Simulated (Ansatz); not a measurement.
# AgPdO2: squeezing one contact

An exercise on one series of results from a longer session: the logs are not shown, and one member is left open.

Computed with Ansatz 0.2.0 (DFT LDA, with the methods named in each step, unless a step's input says otherwise).

### The starting structure

Symmetry: Pmmm, No. 47, orthorhombic system. Conventional cell: a = 3.005 Å, b = 3.347 Å, c = 5.423 Å, α = 90.00°, β = 90.00°, γ = 90.00°. Ag (site symmetry mmm) is surrounded by 4 O at 2.17 Å. Pd (site symmetry mmm) is surrounded by 4 O at 2.01 Å. O (site symmetry mm2) has 2 Pd at 2.01 Å and 2 Ag at 2.17 Å in its first shell of neighbours.

Structure file:

```cif
data_structure
_symmetry_space_group_name_H-M 'P 1'
_symmetry_Int_Tables_number 1
_cell_length_a 3.0045
_cell_length_b 3.3472
_cell_length_c 5.4231
_cell_angle_alpha 90.000
_cell_angle_beta 90.000
_cell_angle_gamma 90.000
_cell_volume 54.54
loop_
_atom_site_label
_atom_site_type_symbol
_atom_site_fract_x
_atom_site_fract_y
_atom_site_fract_z
_atom_site_occupancy
Ag1 Ag 0.50000 0.50000 0.50000 1
Pd1 Pd 0.00000 0.00000 0.00000 1
O1 O 0.50000 0.00000 0.24604 1
O2 O 0.50000 0.00000 0.75396 1
```

Atoms are numbered in the order of the input: Ag1, Pd2, O3, O4.

Set-up of the first run:

The input, input.yaml:

```yaml
crystal:
  lattice:
    - [3.00450974, 0.0, 0.0]
    - [0.0, 3.34717092, 0.0]
    - [0.0, 0.0, 5.42314049]
  atoms:
    - { symbol: Ag, position: [0.5, 0.5, 0.5] }
    - { symbol: Pd, position: [0.0, 0.0, 0.0] }
    - { symbol: O, position: [0.5, 0.0, 0.24604253] }
    - { symbol: O, position: [0.5, 0.0, 0.75395747] }
kpoints:
  mp_grid: { grid: [8, 7, 5] }
scf:
  occupations: { method: fermi_dirac, width: 0.05 }
hamiltonian:
  xc: lda
  pseudopotentials: { kind: paw }
output:
  forces: true
  stress: true
  eigenvalues: true
  populations: true
  write_density: true
  write_potential: true
  elf: true
  volumetric_format: npy
```

On the command line:

```
> ansatz run input.yaml --threads 1 --pin off --max-ram 3072MiB --backend cpu --events-out ev --progress --plain --runs-dir out
```

Steps of the session up to this table: Shortest bond scaled by 1, PAW; Shortest bond scaled by 1.12, PAW; Shortest bond scaled by 0.95, PAW; Shortest bond scaled by 0.8, PAW; Shortest bond scaled by 0.7, PAW; Shortest bond scaled by 0.7, PAW (level accurate).

One table of the session follows, with a row left open; its other results are not shown here.

| method | length (Å) | F from the given length (eV/cell) | force along the bond (eV/Å) | pressure (GPa) | largest force (eV/Å) |
| --- | --- | --- | --- | --- | --- |
| PAW | 1.406 | ? | ? | ? | ? |
| PAW | 1.607 | 1.997 | 13.670 | 11.25 | 14.293 |
| PAW | 1.909 | 0.071 | 1.599 | -6.83 | 1.884 |
| PAW | 2.009 | 0.000 | -0.077 | -8.12 | 0.232 |
| PAW | 2.250 | 0.331 | -2.416 | -6.24 | 3.151 |
| PAW (level accurate) | 1.406 | – | 36.374 | 45.31 | 37.005 |

Q: Estimate the row for PAW, 1.406 from the others.

The run gave: F from the given length (eV/cell): 6.664; force along the bond (eV/Å): 35.846; pressure (GPa): 44.46; largest force (eV/Å): 36.480.

Limits of these values: AgPdO2 has an odd count of electrons, so a run without spin can force a false metal and spoil its energy.
